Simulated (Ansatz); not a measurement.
## HfGe in Ansatz: convergence with ecutfock ratio

The system is HfGe.

```
Hf Ge
1.0
     3.50084    0.00000    0.00000
     0.00000    3.50084    0.00000
     0.00000    0.00000    3.50084
Hf Ge
1 1
Direct
  0.00000 0.00000 0.00000
  0.50000 0.50000 0.50000
```

The cell was built by a generator and needn't be a form met in nature.

| Quantity | Value |
| --- | --- |
| Program | Ansatz 0.2.0 |
| Task | convergence study |
| Functional | HSE06 |
| Potentials or basis | JTH PAW |
| Cutoff | 1230 eV |
| Density cutoff | 4920 eV |
| k mesh | 4 × 4 × 4 |
| Occupations | gaussian, width 0.1 eV |
| Spin | no spin polarisation |

These are the settings of the first run; the series varies ecutfock ratio, with any setting tied to it.

Hardware: 2 threads of Arm Neoverse V2, with other jobs on the host.

```tsv
ecutfock ratio	energy less the tightest run, at zero smearing (meV/atom)	SCF cycles	CPU time (s)	peak memory (GiB)
1	0.00	19	57	2.3
2	0.00	19	70	2.5
3	0.00	19	80	2.7
4	0.00	19	81	2.8
```

Against the tightest run, the energy stays within 1 meV/atom from 1 on. The tightest run that finished is the yardstick and may itself not be fully converged.

Caveat, for the tightest run too: the k mesh is coarse (spacing up to 0.45 Å⁻¹), so the values aren't converged, least of all with exact exchange. The run has no spin-orbit coupling, so splittings on Hf are missing.
